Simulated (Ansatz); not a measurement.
Below is the output of a Python script on the Python package of Ansatz (0.2.0) that makes a ladder of methods at one geometry of H4O3Si, SMILES O[SiH](O)O. Write a script that gives it. Settings (for the species named): MP2, cc-pVDZ basis, multiplicity 1. The script varies method: mp2, ccsd, ccsd_t.

Contents of `h4o3si.xyz`:
```text
8

O     0.44420    1.41980   -0.29210
Si   -0.17430    0.04750    0.31460
O     1.06470   -0.98100    0.47470
O    -1.15060   -0.59120   -0.76900
H    -0.16640    1.83030   -1.01670
H    -0.83210    0.29570    1.60840
H     1.98620   -0.53650    0.51330
H    -1.07960   -1.54160   -0.88910
```

```console
$ python run_methods.py
Hartree-Fock reference -515.976645 Ha
mp2      total -516.637866 Ha  correlation  -17.9927 eV  (94.8 % of the last)
ccsd     total -516.660616 Ha  correlation  -18.6118 eV  (98.0 % of the last)
ccsd_t   total -516.674369 Ha  correlation  -18.9861 eV  (100.0 % of the last)
```

One script that gives this output:

`run_methods.py`:
```python
# -*- coding: utf-8 -*-
"""One geometry of H4O3Si, method by method."""

import ansatz


def main():
    mol = ansatz.Crystal.molecule_from_extxyz("h4o3si.xyz")

    base = mol.calculation().basis(gaussian="cc-pVDZ")

    methods = ["mp2", "ccsd", "ccsd_t"]
    reports = [base.correlation(m).run(threads=1, backend="cpu").report for m in methods]
    print(f"Hartree-Fock reference {reports[0]['reference_energy_ev'] / 27.211386246:.6f} Ha")
    best = reports[-1]["free_energy_ev"] - reports[-1]["reference_energy_ev"]
    for method, each in zip(methods, reports):
        gained = each["free_energy_ev"] - each["reference_energy_ev"]
        print(f"{method:8s} total {each['free_energy_ev'] / 27.211386246:.6f} Ha  correlation {gained:9.4f} eV  ({100 * gained / best:.1f} % of the last)")


if __name__ == "__main__":
    main()
```

Caveats:
- Total energies depend on the basis set; only differences at equal settings carry meaning.
- The geometry is a force-field or estimated start, not a minimum of this method, and the basis set is short of its limit. A lower total doesn't mark the better method: functionals have no common bound, and MP2 and coupled cluster aren't variational.
- Inner cores stay frozen, so this is valence correlation.
- For Al to Cl the sets with a tight d function, cc-pV(X+d)Z, are usual.
- Finished in 6.2 s on 1 thread of INTEL(R) XEON(R) PLATINUM 8581C CPU @ 2.10GHz (Emerald Rapids) (shared host), peak memory 0.31 GiB.

(A comment or docstring line of the script was reworded after the run, the code is as it ran; lines on the test bed's own set-up are left out of the output.)
